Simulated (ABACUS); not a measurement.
## Ta3AsAu2O13 in ABACUS: the effect of dispersion

Ta3AsAu2O13:

```xyz
19
Lattice="5.3407 0.0000 0.0000 -2.6704 4.6252 0.0000 0.0000 0.0000 9.3835" Properties=species:S:1:pos:R:3 pbc="T T T"
Ta    0.0000    0.0000    1.8211
Ta    0.0000    0.0000    7.5623
Ta    2.6704    1.5417    0.0000
As    0.0000    0.0000    4.6917
Au    0.0000    3.0835    2.5737
Au    0.0000    3.0835    6.8098
O     0.0000    0.0000    0.0000
O    -1.3148    4.4924    3.4158
O    -0.5628    1.2404    3.4158
O     1.8776    3.5176    3.4158
O    -1.3148    4.4924    5.9677
O    -0.5628    1.2404    5.9677
O     1.8776    3.5176    5.9677
O     1.1611    1.5460    8.0552
O     3.4214    0.2325    8.0552
O     3.4288    2.8467    8.0552
O     1.1611    1.5460    1.3283
O     3.4214    0.2325    1.3283
O     3.4288    2.8467    1.3283
```

The cell was built by a generator and needn't be a form met in nature.

The cell isn't the ideal one: volume scaled by 0.94.

Alike in all runs:

| Quantity | Value |
| --- | --- |
| Program | ABACUS 3.10.1 |
| Task | equation of state |
| Functional | BLYP |
| Potentials or basis | PseudoDojo NC SR 0.4.1 PBE standard |
| Cutoff | 1361 eV |
| Density cutoff | 5442 eV |
| Basis | DZP LCAO (the cutoffs set its grid) |
| k mesh | 4 × 4 × 2 |
| Occupations | fermi-dirac, width 0.05 eV |
| Spin | no spin polarisation |

Task: One run gave: pressure 21.9 GPa; largest force 1.29 eV/Å. Which dispersion did it use?
A. none
B. D3(BJ)
C. D2
D. D3
E. D3(BJ)+ABC

Result: A.

```tsv
dispersion	pressure (GPa)	largest force (eV/Å)
none	21.9	1.29
D2	15.0	1.36
D3	16.8	1.34
D3(BJ)	15.5	1.31
D3(BJ)+ABC	15.9	1.31
```

Caveats: the atomic orbitals were generated for these runs and aren't a published set; the potentials were made for another functional, which shifts forces and pressure; the basis of atomic orbitals isn't converged, which shifts pressures, moduli and gaps; pairwise dispersion overbinds metals, which lowers pressure and volume (some runs).
